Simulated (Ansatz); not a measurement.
# FeSi (B20): the cost of one run

Method: DFT r2SCAN, scalar-relativistic, plane waves, PAW, in Ansatz 0.2.0.

### Step 1. Starting point

Symmetry: P2_13, No. 198, cubic system. The conventional cell has a = 4.490 Å, b = 4.490 Å, c = 4.490 Å, α = 90.00°, β = 90.00°, γ = 90.00°. Around Fe (site symmetry 3) lie 7 Si at 2.29 to 2.52 Å. Around Si (site symmetry 3) lie 7 Fe at 2.29 to 2.52 Å.

As a file:

```
Fe Si
1.0
     4.49000    0.00000    0.00000
     0.00000    4.49000    0.00000
     0.00000    0.00000    4.49000
Fe Si
4 4
Cartesian
  0.6129 0.6129 0.6129
  1.6321 3.8771 2.8579
  2.8579 1.6321 3.8771
  3.8771 2.8579 1.6321
  3.7833 3.7833 3.7833
  2.9517 0.7067 1.5383
  1.5383 2.9517 0.7067
  0.7067 1.5383 2.9517
```

### Step 2. Cell and atoms relaxed at 0 GPa

input.yaml reads:

```yaml
crystal:
  lattice:
    - [4.49, 0.0, 0.0]
    - [0.0, 4.49, 0.0]
    - [0.0, 0.0, 4.49]
  atoms:
    - { symbol: Fe, position: [0.1365, 0.1365, 0.1365] }
    - { symbol: Fe, position: [0.3635, 0.8635, 0.6365] }
    - { symbol: Fe, position: [0.6365, 0.3635, 0.8635] }
    - { symbol: Fe, position: [0.8635, 0.6365, 0.3635] }
    - { symbol: Si, position: [0.8426, 0.8426, 0.8426] }
    - { symbol: Si, position: [0.6574, 0.1574, 0.3426] }
    - { symbol: Si, position: [0.3426, 0.6574, 0.1574] }
    - { symbol: Si, position: [0.1574, 0.3426, 0.6574] }
scf:
  occupations: { method: gaussian, width: 0.02 }
output:
  forces: true
  stress: true
  eigenvalues: true
  write_density: true
  write_potential: true
  elf: true
  volumetric_format: npy
hamiltonian:
  xc: r2scan
basis:
  ecutwfc: 500
kpoints:
  mp_grid: { grid: [8, 8, 8] }
relax:
  f_tol: 0.003
  max_steps: 60
  cell: { stress_tol: 0.03, p_target: 0 }
```

Started as:

```console
> ansatz run input.yaml --threads 3 --pin off --max-ram 8192MiB --backend cpu --events-out ev --progress --plain --runs-dir out
```

**Question.** How long does this run take on 3 threads of Arm Neoverse V2, shared host, and how much memory does it need?

About 2.3 min, with a peak of 0.68 GiB.
